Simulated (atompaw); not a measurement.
# Europium: generating and testing a PAW (atompaw) potential

Aim: build the potential from the settings below, then test how well it stands in for the atom: scattering, ghost states and the plane-wave cutoff that it needs.

The numbers are computed with atompaw 4.2.0.5 (PBE, scalar-relativistic, spin-unpolarised reference atom).

**1. The atom and the settings**

Typed settings, in words:

| Item | Value |
| --- | --- |
| element | europium (Eu, Z = 63) |
| type | PAW |
| frozen core | [Kr] 4d10 |
| valence charge | 17 |
| reference configuration | 4f7 5s2 5p6 5d0 6s2 6p0 |
| partial waves | 5s (bound): rc 2.00 bohr; 6s (bound): rc 3.00 bohr; 5p (bound): rc 2.80 bohr; 6p (bound, empty): rc 2.70 bohr; 5d (bound, empty): rc 3.00 bohr; 5d channel at 0.55 Ry: rc 3.00 bohr; 4f (bound): rc 1.45 bohr; 4f channel at 1.35 Ry: rc 1.45 bohr |
| local potential | troulliermartins scheme with l = 4 at 0 Ry, radius 2.20 bohr |
| core correction | smooth core density matched at 2.65 bohr |
| augmentation charge | sinc compensation charge, radius 2.95 bohr; PAW radius 3.00 bohr; waves and projectors: custom polynom vanderbiltortho |

**2. Generation**

Eu.input reads:

```
Eu 63
GGA-PBE scalarrelativistic loggrid 2001 logderivrange -5 5 251
6 6 5 4 0 0
6 1 0
5 2 0
4 3 7
0 0 0
c
c
c
c
v
v
c
c
c
v
v
c
c
v
v
3
3.00 2.95 2.20 2.65
n
n
y
0.55
n
y
1.35
n
custom polynom vanderbiltortho sinc
4 0 troulliermartins
2.00
3.00
2.80
2.70
3.00
3.00
1.45
1.45
PWSCFOUT
UPFDX 0.0125d0 UPFXMIN -7.d0 UPFZMESH 63.d0
END
```

Launch:

```
$ atompaw < Eu.input > Eu.log
```

Q: Predict the outcome of this session. Wanted: cutoffs for 10 and 1 mRy, occupied levels; bound ghosts; largest phase difference near zero energy, channels read; lowest eigenvalue of the overlap; share of valence orbitals outside the PAW sphere; UPF file.

As calculated:

```
                                                quantity                                              value
               cutoffs for 10 and 1 mRy, occupied levels                                   90 Ry and 160 Ry
                                            bound ghosts                                         none found
largest phase difference near zero energy, channels read                                          0.026 rad
         lowest eigenvalue of the overlap (Bessel basis)                                          0.504 (s)
        share of valence orbitals outside the PAW sphere  5s 0 %, 6s 80 %, 5p 3 %, 6p 95 %, 5d 49 %, 4f 1 %
                                                UPF file                                            written
```

What this shows: It counts as hard, with 90 Ry needed at the looser tolerance. The slowest occupied level is 4f: taken alone it needs 100 Ry to come within 1 mRy, against 12 Ry for 5s. The Bessel-basis test finds no level below the valence levels. Near zero energy the phases of the channels with partial waves agree within 0.026 rad. These are tests on the free atom; a crystal test is still owed.
